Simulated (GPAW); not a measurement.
# NbTe (Pm-3m) in GPAW: convergence with k mesh

Aim: find how far k mesh must go before the results for NbTe settle, at r2SCAN. This setting moves, with any that are tied to it; all else stays.

Program: GPAW 26.7.0. These are calculated values, not measurements. Logs are shortened: lines on timing, memory, paths and dates and some standing lists are left out, and cuts for length are marked. The log counts tension as positive stress, the text compression.

## 1. The structure

Symmetry: Pm-3m, No. 221, cubic system. The conventional cell has a = 3.426 Å, b = 3.426 Å, c = 3.426 Å, α = 90.00°, β = 90.00°, γ = 90.00°. Nb (site symmetry m-3m) has 8 Te at 2.97 Å as nearest neighbours. Te (site symmetry m-3m) is surrounded by 8 Nb at 2.97 Å.

The cell was built by a generator and needn't be a form met in nature.

## 2. With k mesh 2 × 2 × 2

File run.py:

```python
from ase.dft.bandgap import bandgap
from ase.io import read, write
from ase.units import GPa
from gpaw import GPAW, PW

atoms = read('POSCAR')

calc = GPAW(mode=PW(600),
            xc='MGGA_X_R2SCAN+MGGA_C_R2SCAN',
            kpts={'size': (2, 2, 2), 'gamma': True},
            occupations={'name': 'fermi-dirac', 'width': 0.05},
            nbands=20,
            convergence={'density': 1e-05, 'energy': 1e-05},
            maxiter=100,
            txt='gpaw.txt')
atoms.calc = calc
energy = atoms.get_potential_energy()
forces = atoms.get_forces()
stress = atoms.get_stress()
calc.write('gs.gpw')
write('result.traj', atoms)
print(f'Energy: {energy:.6f} eV')
print('Forces (eV/A):')
print(forces.round(4))
print('Stress (GPa):', (stress / GPa).round(3))
print('Fermi level:', round(calc.get_fermi_level(), 4), 'eV')
print(f'Gap: {bandgap(calc)[0]:.4f} eV, direct: {bandgap(calc, direct=True)[0]:.4f} eV')
```

File POSCAR:

```
NbTe
1.0
    3.4257000000      0.0000000000      0.0000000000
    0.0000000000      3.4257000000      0.0000000000
    0.0000000000      0.0000000000      3.4257000000
Nb Te
1 1
Direct
    0.5000000000      0.5000000000      0.5000000000
    0.0000000000      0.0000000000      0.0000000000
```

Potentials or basis: GPAW PAW data sets (gpaw-data 1.2.1), pw.

Started as:

```sh
$ OMP_NUM_THREADS=1 python run.py
```

gpaw.txt:

```text
__  _  _
 | _ |_)|_||  |
 |__||  | ||/\| - 26.7.0

Input parameters:
  mode=PW(ecut=600.0),
  convergence={'density': 1e-05, 'energy': 1e-05},
  kpts=MonkhorstPack(size=(2, 2, 2), gamma=True),
  maxiter=100,
  nbands=20,
  occupations=Occupations(name='fermi-dirac', width=0.05),
  xc=XC(name='MGGA_X_R2SCAN+MGGA_C_R2SCAN')

Diagonalizing LCAO Hamiltonian
Converting LCAO to pw mode
   .-------.
  /|       |
 * |       |
 | |  Nb   |
 | .-------.
 |/       /
 Te------*

Atoms  # Å, Bohr magnetons
|   | symbol |        x |        y |        z |    initial magnetic moments |
|---|--------|----------|----------|----------|-----------------------------|
| 0 |     Nb | 1.712850 | 1.712850 | 1.712850 | ( 0.0000,  0.0000,  0.0000) |
| 1 |     Te | 0.000000 | 0.000000 | 0.000000 | ( 0.0000,  0.0000,  0.0000) |

Unit cell  # Å
| periodic |        x |        y |        z |  lengths |    angles |
|----------|----------|----------|----------|----------|-----------|
|      yes | 3.425700 | 0.000000 | 0.000000 | 3.425700 | 90.000000 |
|      yes | 0.000000 | 3.425700 | 0.000000 | 3.425700 | 90.000000 |
|      yes | 0.000000 | 0.000000 | 3.425700 | 3.425700 | 90.000000 |

Number of symmetries: 48
Symmetry operations  # r_c * U_cc + t_c -> r_c
|    | kind |            matrix            |
|----|------|------------------------------|
|  0 |  E   |  1, 0, 0,  0, 1, 0,  0, 0, 1 |
|  1 |  σ   |  1, 0, 0,  0, 1, 0,  0, 0,-1 |
|  2 |  σ   |  1, 0, 0,  0, 0, 1,  0, 1, 0 |
|  3 |  C4  |  1, 0, 0,  0, 0, 1,  0,-1, 0 |
|  4 |  C4  |  1, 0, 0,  0, 0,-1,  0, 1, 0 |
|  5 |  σ   |  1, 0, 0,  0, 0,-1,  0,-1, 0 |
|  6 |  σ   |  1, 0, 0,  0,-1, 0,  0, 0, 1 |
|  7 |  C2  |  1, 0, 0,  0,-1, 0,  0, 0,-1 |
|  8 |  σ   |  0, 1, 0,  1, 0, 0,  0, 0, 1 |
|  9 |  C2  |  0, 1, 0,  1, 0, 0,  0, 0,-1 |
| 10 |  C3  |  0, 1, 0,  0, 0, 1,  1, 0, 0 |
| 11 |  S6  |  0, 1, 0,  0, 0, 1, -1, 0, 0 |
| 12 |  S6  |  0, 1, 0,  0, 0,-1,  1, 0, 0 |
| 13 |  C3  |  0, 1, 0,  0, 0,-1, -1, 0, 0 |
| 14 |  C4  |  0, 1, 0, -1, 0, 0,  0, 0, 1 |
| 15 |  S4  |  0, 1, 0, -1, 0, 0,  0, 0,-1 |
| 16 |  C3  |  0, 0, 1,  1, 0, 0,  0, 1, 0 |
| 17 |  S6  |  0, 0, 1,  1, 0, 0,  0,-1, 0 |
| 18 |  σ   |  0, 0, 1,  0, 1, 0,  1, 0, 0 |
| 19 |  C4  |  0, 0, 1,  0, 1, 0, -1, 0, 0 |
| 20 |  C2  |  0, 0, 1,  0,-1, 0,  1, 0, 0 |
| 21 |  S4  |  0, 0, 1,  0,-1, 0, -1, 0, 0 |
| 22 |  S6  |  0, 0, 1, -1, 0, 0,  0, 1, 0 |
| 23 |  C3  |  0, 0, 1, -1, 0, 0,  0,-1, 0 |
| 24 |  S6  |  0, 0,-1,  1, 0, 0,  0, 1, 0 |
| 25 |  C3  |  0, 0,-1,  1, 0, 0,  0,-1, 0 |
| 26 |  C4  |  0, 0,-1,  0, 1, 0,  1, 0, 0 |
| 27 |  σ   |  0, 0,-1,  0, 1, 0, -1, 0, 0 |
| 28 |  S4  |  0, 0,-1,  0,-1, 0,  1, 0, 0 |
| 29 |  C2  |  0, 0,-1,  0,-1, 0, -1, 0, 0 |
| 30 |  C3  |  0, 0,-1, -1, 0, 0,  0, 1, 0 |
| 31 |  S6  |  0, 0,-1, -1, 0, 0,  0,-1, 0 |
| 32 |  C4  |  0,-1, 0,  1, 0, 0,  0, 0, 1 |
| 33 |  S4  |  0,-1, 0,  1, 0, 0,  0, 0,-1 |
| 34 |  S6  |  0,-1, 0,  0, 0, 1,  1, 0, 0 |
| 35 |  C3  |  0,-1, 0,  0, 0, 1, -1, 0, 0 |
| 36 |  C3  |  0,-1, 0,  0, 0,-1,  1, 0, 0 |
| 37 |  S6  |  0,-1, 0,  0, 0,-1, -1, 0, 0 |
| 38 |  σ   |  0,-1, 0, -1, 0, 0,  0, 0, 1 |
| 39 |  C2  |  0,-1, 0, -1, 0, 0,  0, 0,-1 |
| 40 |  σ   | -1, 0, 0,  0, 1, 0,  0, 0, 1 |
| 41 |  C2  | -1, 0, 0,  0, 1, 0,  0, 0,-1 |
| 42 |  C2  | -1, 0, 0,  0, 0, 1,  0, 1, 0 |
| 43 |  S4  | -1, 0, 0,  0, 0, 1,  0,-1, 0 |
| 44 |  S4  | -1, 0, 0,  0, 0,-1,  0, 1, 0 |
| 45 |  C2  | -1, 0, 0,  0, 0,-1,  0,-1, 0 |
| 46 |  C2  | -1, 0, 0,  0,-1, 0,  0, 0, 1 |
| 47 |  i   | -1, 0, 0,  0,-1, 0,  0, 0,-1 |

BZ-sampling:
  Number of BZ points: 8
  Number of IBZ points: 4

  Monkhorst-Pack size: [2, 2, 2]
  Monkhorst-Pack shift: [0.25, 0.25, 0.25]

K-points  # in reciprocal-cell coordinates
|   |                                coordinates |     weight |
|---|--------------------------------------------|------------|
| 0 | (  0.00000000,   0.00000000,   0.00000000) | 0.12500000 |
| 1 | (  0.50000000,   0.00000000,   0.00000000) | 0.37500000 |
| 2 | (  0.50000000,   0.50000000,   0.00000000) | 0.37500000 |
| 3 | (  0.50000000,   0.50000000,   0.50000000) | 0.12500000 |

Plane wave coefficients: 1376
Cutoff: 600.0 eV

Spin-components: 1 (collinear spins)
Bands:           20
Projectors:      11
Spin-degeneracy: 2
Datatype:        complex128

Parallelization:
  kpt:    1
  domain: 1
  band:   1

Density:
  Valence electrons: 19.0
  Components: 1
  Grid points: [20 20 20]
  Charge: 0.0  # |e|

Potential:
  Grid points: [20 20 20]

species:
  Nb:
    name:    Niobium
    Z:       41.0
    valence: 13
    core:    28
    charge:  0.0  # [|e|]
    compensation charges:
      type: gauss
      rc: 0.40  # [Å]
      lmax: 2
    cutoffs:
      filter: 2.35  # [Å]
      core: 1.51  # [Å]
    projectors
    | kind |    occ | energy [eV] | rcut [Å] |
    |------|--------|-------------|----------|
    |   4s |  2.000 |     -58.361 |    1.323 |
    |   5s |  1.000 |      -3.980 |    1.323 |
    |   4p |  6.000 |     -34.526 |    1.323 |
    |   5p |  0.000 |      -1.111 |    1.323 |
    |   4d |  4.000 |      -3.041 |    1.244 |
    |    d |        |      24.171 |    1.244 |

    Using partial waves for Nb as LCAO basis

  Te:
    name:    Tellurium
    Z:       52.0
    valence: 6
    core:    46
    charge:  0.0  # [|e|]
    compensation charges:
      type: gauss
      rc: 0.36  # [Å]
      lmax: 2
    cutoffs:
      filter: 2.09  # [Å]
      core: 3.17  # [Å]
    projectors
    | kind |    occ | energy [eV] | rcut [Å] |
    |------|--------|-------------|----------|
    |   5s |  2.000 |     -15.089 |    1.180 |
    |   5p |  4.000 |      -5.955 |    1.196 |
    |    s |        |      12.123 |    1.180 |
    |    p |        |      21.256 |    1.196 |
    |    d |        |       0.000 |    1.238 |

    Using partial waves for Te as LCAO basis

Reference energy: -288696.831223  # eV

eigensolver:
  PPCG
  Converge bands: occupied
  niter=2

density mixing:
  MSR1-Mixer
  Pratt-step length: 0.05
  Maximum mixing coefficient: 0.75
  Old densities: 10
  SVD Regularization: 0.005
  Good broyden scale: 1.0
  Trust region scale: 1.0
  Backstep threshold: 4.0
  History deletion threshold: 6.0
  Fourier metric: weight=20.0, sigma=0.015

occupation numbers:
  Fermi-Dirac:
    width: 0.0500  # eV

poisson solver:
  ecut: 4800.0  # eV

xc functional:
  name: MGGA_X_R2SCAN+MGGA_C_R2SCAN with 2 nearest neighbor stencil

convergence criteria:
- Maximum integral of absolute [dens]ity change: 1e-05 electrons / valence electron
- Maximum [total energy] change in last 3 cyles: 1e-05 eV / valence electron
- Maximum integral of absolute [eigenst]ate change: 4e-08 eV^2 / valence electron
maximum number of iterations: 100

SCF iterations
|iter     | |      energy | eigst |  dens |
|---------|-|-------------|-------|-------|
|iter:   1| |  -44.769725 | +0.29 |       |
|iter:   2| |  -39.942594 | -1.49 | -1.18 |
|iter:   3| |-270966.159058 | +5.21 | -1.16 |
|iter:   4| |  -53.191122 | +1.28 | +1.44 |
|iter:   5| |  -36.183861 | +0.16 | -0.34 |
|iter:   6| |  -38.758943 | -1.25 | -1.08 |
|iter:   7| |  -39.523226 | -0.78 | -1.84 |
|iter:   8| |  -39.797866 | -2.03 | -1.86 |
|iter:   9| |  -39.800705 | -3.20 | -1.91 |
|iter:  10| |  -39.794101 | -3.88 | -2.08 |
|iter:  11| |  -39.794339 | -3.59 | -2.45 |
|iter:  12| |  -39.793370 | -4.94 | -2.50 |
|iter:  13| |  -39.793159 | -5.10 | -2.84 |
|iter:  14| |  -39.793146 | -5.95 | -3.37 |
|iter:  15| |  -39.793146c| -7.15 | -4.16 |
|iter:  16| |  -39.793146c| -8.09c| -4.81 |
|iter:  17| |  -39.793146c| -8.22c| -5.16c|

Converged in 17 steps
Energy contributions relative to reference atoms: (reference = -288696.831223)

Energy contributions:
  Kinetic:          -6.925791
  Coulomb:           5.483445
  Zero:             -0.224758
  External:          0.000000
  Xc:              -38.114107
  Entropy:          -0.023871
  Spinorbit:         0.000000
  ----------------------------
  Free energy:     -39.805082
  Extrapolated:    -39.793146

dipole moment: (-14.453382, -14.453382, -14.453382)  # |e|*Ang

Fermi level: 12.357
Eigenvalues  # (at kpt = [0.000, 0.000, 0.000])
| band index |      eig [eV] | occ [0-2] |
|------------|---------------|-----------|
|          0 |       -44.959 |     2.000 |
|        ... |               |           |
|          2 |       -20.322 |     2.000 |
|          3 |       -20.322 |     2.000 |
|          4 |        -3.104 |     2.000 |
|          5 |         9.302 |     2.000 |
|          6 |         9.302 |     2.000 |
|          7 |        10.518 |     2.000 |
[... 8 lines left out ...]
|         16 |        25.108 |     0.000 |
|         17 |        25.108 |     0.000 |
|        ... |               |           |
|         19 |        28.468 |     0.000 |

No gap
No difference between direct/indirect transitions

Forces  # eV/Ang
|        x |        y |        z |
|----------|----------|----------|
| -0.00000 | -0.00000 | -0.00000 |  # Nb   0
| -0.00000 | -0.00000 | -0.00000 |  # Te   1

Stress tensor  # eV/Ang^3
|         x |         y |        z |
|-----------|-----------|----------|
|  0.019580 | -0.000000 | 0.000000 |
| -0.000000 |  0.019580 | 0.000000 |
|  0.000000 |  0.000000 | 0.019580 |

# Writing to gs.gpw (mode='')
```

stdout:

```text
Energy: -39.793146 eV
Forces (eV/A):
[[-0. -0. -0.]
 [-0. -0. -0.]]
Stress (GPa): [ 3.137  3.137  3.137  0.     0.    -0.   ]
Fermi level: 12.3568 eV
Gap: 0.0000 eV, direct: 0.0000 eV
```

Run time: 6.5 s. Hardware: 1 thread of Intel Xeon 6975P-C (Granite Rapids), shared host; peak memory 0.27 GiB.

What came out:

```
Free energy            : -39.8051 eV
Pressure               : -3.1 GPa
Band gap on the k mesh : none (metal or under the smearing width)
```

## 3. With k mesh 3 × 3 × 3

run.py: that of step 2 with these lines changed.

```diff
@@ -9,3 +9,3 @@
             xc='MGGA_X_R2SCAN+MGGA_C_R2SCAN',
-            kpts={'size': (2, 2, 2), 'gamma': True},
+            kpts={'size': (3, 3, 3), 'gamma': True},
             occupations={'name': 'fermi-dirac', 'width': 0.05},
```

POSCAR is that of step 2.

Potentials or basis: GPAW PAW data sets (gpaw-data 1.2.1), pw.

Started as:

```sh
$ OMP_NUM_THREADS=1 python run.py
```

Wall time 5 s (1 thread of Intel Xeon 6975P-C (Granite Rapids), shared host); peak memory 0.27 GiB.

What came out:

```
Free energy            : -39.9308 eV
Pressure               : 1.2 GPa
Band gap on the k mesh : none (metal or under the smearing width)
```

## 4. With k mesh 4 × 4 × 4

run.py: that of step 3 with these lines changed.

```diff
@@ -9,3 +9,3 @@
             xc='MGGA_X_R2SCAN+MGGA_C_R2SCAN',
-            kpts={'size': (3, 3, 3), 'gamma': True},
+            kpts={'size': (4, 4, 4), 'gamma': True},
             occupations={'name': 'fermi-dirac', 'width': 0.05},
```

POSCAR is that of step 3.

Started as:

```sh
$ OMP_NUM_THREADS=1 python run.py
```

Wall time 7.2 s (1 thread of Intel Xeon 6975P-C (Granite Rapids), shared host); peak memory 0.28 GiB.

Results (log left out):

| Property | Result |
| --- | --- |
| Free energy | -40.4220 eV |
| Pressure | -1.8 GPa |
| Band gap on the k mesh | none (metal or under the smearing width) |

## 5. With k mesh 5 × 5 × 5

run.py: that of step 4 with these lines changed.

```diff
@@ -9,3 +9,3 @@
             xc='MGGA_X_R2SCAN+MGGA_C_R2SCAN',
-            kpts={'size': (4, 4, 4), 'gamma': True},
+            kpts={'size': (5, 5, 5), 'gamma': True},
             occupations={'name': 'fermi-dirac', 'width': 0.05},
```

POSCAR is that of step 4.

Started as:

```sh
$ OMP_NUM_THREADS=1 python run.py
```

Run time: 7.1 s. Hardware: 1 thread of Intel Xeon 6975P-C (Granite Rapids), shared host; peak memory 0.28 GiB.

It converged, with:

```
Free energy            : -40.3634 eV
Pressure               : -1.5 GPa
Band gap on the k mesh : none (metal or under the smearing width)
```

## 6. With k mesh 6 × 6 × 6

run.py: that of step 5 with these lines changed.

```diff
@@ -9,3 +9,3 @@
             xc='MGGA_X_R2SCAN+MGGA_C_R2SCAN',
-            kpts={'size': (5, 5, 5), 'gamma': True},
+            kpts={'size': (6, 6, 6), 'gamma': True},
             occupations={'name': 'fermi-dirac', 'width': 0.05},
```

POSCAR is that of step 5.

Potentials or basis: GPAW PAW data sets (gpaw-data 1.2.1), pw.

Started as:

```sh
$ OMP_NUM_THREADS=1 python run.py
```

Run time: 12 s. Hardware: 1 thread of Intel Xeon 6975P-C (Granite Rapids), shared host; peak memory 0.29 GiB.

Results (log left out):

| Property | Result |
| --- | --- |
| Free energy | -40.3009 eV |
| Pressure | -1.1 GPa |
| Band gap on the k mesh | none (metal or under the smearing width) |

## 7. With k mesh 7 × 7 × 7

run.py: that of step 6 with these lines changed.

```diff
@@ -9,3 +9,3 @@
             xc='MGGA_X_R2SCAN+MGGA_C_R2SCAN',
-            kpts={'size': (6, 6, 6), 'gamma': True},
+            kpts={'size': (7, 7, 7), 'gamma': True},
             occupations={'name': 'fermi-dirac', 'width': 0.05},
```

POSCAR is that of step 6.

Started as:

```sh
$ OMP_NUM_THREADS=1 python run.py
```

It took 12 s on 1 thread of Intel Xeon 6975P-C (Granite Rapids), shared host; peak memory 0.29 GiB.

Results (log left out):

| Item | Value |
| --- | --- |
| Free energy | -40.3651 eV |
| Pressure | -1.3 GPa |
| Band gap on the k mesh | none (metal or under the smearing width) |

## 8. With k mesh 9 × 9 × 9

run.py: that of step 7 with these lines changed.

```diff
@@ -9,3 +9,3 @@
             xc='MGGA_X_R2SCAN+MGGA_C_R2SCAN',
-            kpts={'size': (7, 7, 7), 'gamma': True},
+            kpts={'size': (9, 9, 9), 'gamma': True},
             occupations={'name': 'fermi-dirac', 'width': 0.05},
```

POSCAR is that of step 7.

Started as:

```sh
$ OMP_NUM_THREADS=1 python run.py
```

Wall time 18 s (1 thread of Intel Xeon 6975P-C (Granite Rapids), shared host); peak memory 0.3 GiB.

It converged, with:

* Free energy: -40.3310 eV
* Pressure: -1.1 GPa
* Band gap on the k mesh: none (metal or under the smearing width)

## 9. With k mesh 10 × 10 × 10

run.py: that of step 8 with these lines changed.

```diff
@@ -9,3 +9,3 @@
             xc='MGGA_X_R2SCAN+MGGA_C_R2SCAN',
-            kpts={'size': (9, 9, 9), 'gamma': True},
+            kpts={'size': (10, 10, 10), 'gamma': True},
             occupations={'name': 'fermi-dirac', 'width': 0.05},
```

POSCAR is that of step 8.

Potentials or basis: GPAW PAW data sets (gpaw-data 1.2.1), pw.

Started as:

```sh
$ OMP_NUM_THREADS=1 python run.py
```

Wall time 28 s (1 thread of Intel Xeon 6975P-C (Granite Rapids), shared host); peak memory 0.31 GiB.

Results (log left out):

```yaml
Free_energy: -40.3485 eV
Pressure: -1.3 GPa
Band_gap_on_the_k_mesh: none (metal or under the smearing width)
```

## 10. Summary

```csv
k mesh,"energy less the tightest run, at zero smearing (meV/atom)",pressure (GPa),SCF cycles,CPU time (s),peak memory (GiB)
2 × 2 × 2,273.66,-3.14,17,6.5,0.27
3 × 3 × 3,221.93,1.16,12,5,0.27
4 × 4 × 4,-36.65,-1.76,10,7.2,0.28
5 × 5 × 5,-5.00,-1.47,10,7.1,0.28
6 × 6 × 6,27.57,-1.06,11,12,0.29
7 × 7 × 7,-8.28,-1.34,11,12,0.29
9 × 9 × 9,10.58,-1.08,11,18,0.3
10 × 10 × 10,0.00,-1.28,11,28,0.31
```

Not settled before the last step: the energy (to 1 meV/atom), the pressure (to 0.1 GPa). Meshes of other sizes hit other points, so gaps and Fermi surfaces needn't settle smoothly. The tightest run that finished is the yardstick and may itself not be fully converged.

Caveats: the PAW data sets were made with another functional, which shifts forces and pressure a little.
